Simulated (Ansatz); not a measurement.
**Si: energy and stress against strain**

The task, for Si: see how energy and stress answer to the strain pattern (1, 1, 0, 0, 0, 0).

Method: DFT r2SCAN, scalar-relativistic, plane waves, PAW, in Ansatz 0.2.0.

## (1) The starting structure

It takes space group P6/mmm (No. 191, hexagonal). Conventional cell: a = 2.621 Å, b = 2.621 Å, c = 2.466 Å, α = 90.00°, β = 90.00°, γ = 120.00°. Si (site symmetry 6/mmm) has 8 Si at 2.47 to 2.62 Å as nearest neighbours.

As a file:

```
Si
1.0
     2.62054    0.00000    0.00000
    -1.31027    2.26946    0.00000
     0.00000    0.00000    2.46635
Si
1
Direct
  0.00000 0.00000 0.00000
```

It goes back to an entry of the Materials Project, which need not be the stable form.

No relaxation comes first: the listed cell is the starting point.

## (2) The reference cell

The reference gives a free energy of -638.6284 eV, pressure 2.03 GPa, largest force 0.000 eV/Å and gap on the mesh none (metal). It was computed beforehand with the settings of the runs below.

## (3) Next: energy and stress against strain

The cell is strained by ε times the Voigt pattern (1, 1, 0, 0, 0, 0) (xx, yy, zz, yz, xz, xy; engineering shear), with fractional coordinates fixed (clamped ions). The stress on the pattern is the sum of the stress components weighted by it, tension positive.

## (4) ε = -0.0600

Input file input.yaml:

```yaml
crystal:
  lattice:
    - [2.463310246, 0.0, 0.0]
    - [-1.231655123, 2.1332892504, 0.0]
    - [0.0, 0.0, 2.46635439]
  atoms:
    - { symbol: Si, position: [0.0, 0.0, 0.0] }
basis:
  ecutwfc: 500
kpoints:
  mp_grid: { grid: [24, 24, 20] }
hamiltonian:
  xc: r2scan
scf:
  occupations: { method: gaussian, width: 0.15 }
output:
  forces: true
  stress: true
  eigenvalues: true
```

On the command line:

```sh
ansatz run input.yaml --threads 1 --pin off --max-ram 2560MiB --backend cpu --events-out ev --progress --plain --runs-dir out
```

## (5) At ε = 0.0450

input.yaml: that of step 4 with these lines changed.

```diff
@@ -2,4 +2,4 @@
   lattice:
-    - [2.463310246, 0.0, 0.0]
-    - [-1.231655123, 2.1332892504, 0.0]
+    - [2.7384672416, 0.0, 0.0]
+    - [-1.3692336208, 2.3715821986, 0.0]
     - [0.0, 0.0, 2.46635439]
```

## (6) At ε = -0.0300

input.yaml: that of step 5 with these lines changed.

```diff
@@ -2,4 +2,4 @@
   lattice:
-    - [2.7384672416, 0.0, 0.0]
-    - [-1.3692336208, 2.3715821986, 0.0]
+    - [2.5419265304, 0.0, 0.0]
+    - [-1.2709632652, 2.2013729499, 0.0]
     - [0.0, 0.0, 2.46635439]
```

## (7) At ε = 0.0150

input.yaml: that of step 6 with these lines changed.

```diff
@@ -2,4 +2,4 @@
   lattice:
-    - [2.5419265304, 0.0, 0.0]
-    - [-1.2709632652, 2.2013729499, 0.0]
+    - [2.6598509571, 0.0, 0.0]
+    - [-1.3299254786, 2.3034984991, 0.0]
     - [0.0, 0.0, 2.46635439]
```

## (8) ε = 0.0600

input.yaml: that of step 7 with these lines changed.

```diff
@@ -2,4 +2,4 @@
   lattice:
-    - [2.6598509571, 0.0, 0.0]
-    - [-1.3299254786, 2.3034984991, 0.0]
+    - [2.7777753838, 0.0, 0.0]
+    - [-1.3888876919, 2.4056240484, 0.0]
     - [0.0, 0.0, 2.46635439]
```

## (9) At ε = -0.0450

input.yaml: that of step 8 with these lines changed.

```diff
@@ -2,4 +2,4 @@
   lattice:
-    - [2.7777753838, 0.0, 0.0]
-    - [-1.3888876919, 2.4056240484, 0.0]
+    - [2.5026183882, 0.0, 0.0]
+    - [-1.2513091941, 2.1673311002, 0.0]
     - [0.0, 0.0, 2.46635439]
@@ -19 +19,5 @@
   eigenvalues: true
+  write_density: true
+  write_potential: true
+  elf: true
+  volumetric_format: npy
```

## (10) ε = 0.0300

Input file input.yaml:

```yaml
crystal:
  lattice:
    - [2.6991590993, 0.0, 0.0]
    - [-1.3495795497, 2.3375403489, 0.0]
    - [0.0, 0.0, 2.46635439]
  atoms:
    - { symbol: Si, position: [0.0, 0.0, 0.0] }
basis:
  ecutwfc: 500
kpoints:
  mp_grid: { grid: [24, 24, 20] }
hamiltonian:
  xc: r2scan
scf:
  occupations: { method: gaussian, width: 0.15 }
output:
  forces: true
  stress: true
  eigenvalues: true
```

## (11) At ε = -0.0150

input.yaml: that of step 10 with these lines changed.

```diff
@@ -2,4 +2,4 @@
   lattice:
-    - [2.6991590993, 0.0, 0.0]
-    - [-1.3495795497, 2.3375403489, 0.0]
+    - [2.5812346727, 0.0, 0.0]
+    - [-1.2906173364, 2.2354147996, 0.0]
     - [0.0, 0.0, 2.46635439]
```

## (12) ε = 0.0525

input.yaml: that of step 11 with these lines changed.

```diff
@@ -2,4 +2,4 @@
   lattice:
-    - [2.5812346727, 0.0, 0.0]
-    - [-1.2906173364, 2.2354147996, 0.0]
+    - [2.7581213127, 0.0, 0.0]
+    - [-1.3790606564, 2.3886031235, 0.0]
     - [0.0, 0.0, 2.46635439]
```

(Steps that only read results are left out.)

**Question.** What will these runs give? Wanted: slope of the stress at ε = 0, over ±0.0150.

The runs gave:

| quantity | value |
| --- | --- |
| slope of the stress at ε = 0, over ±0.0150 | 614 GPa |

**Reading.** From the stress slope, C11 + C22 + 2 C12 is about 614 GPa with the ions clamped. The reference stands under 2.0 GPa, so this is no zero-stress constant. The undisturbed cell stays the lowest of the sampled points. Compression costs more than tension: 146.1 against 57.1 meV/atom at the ends.
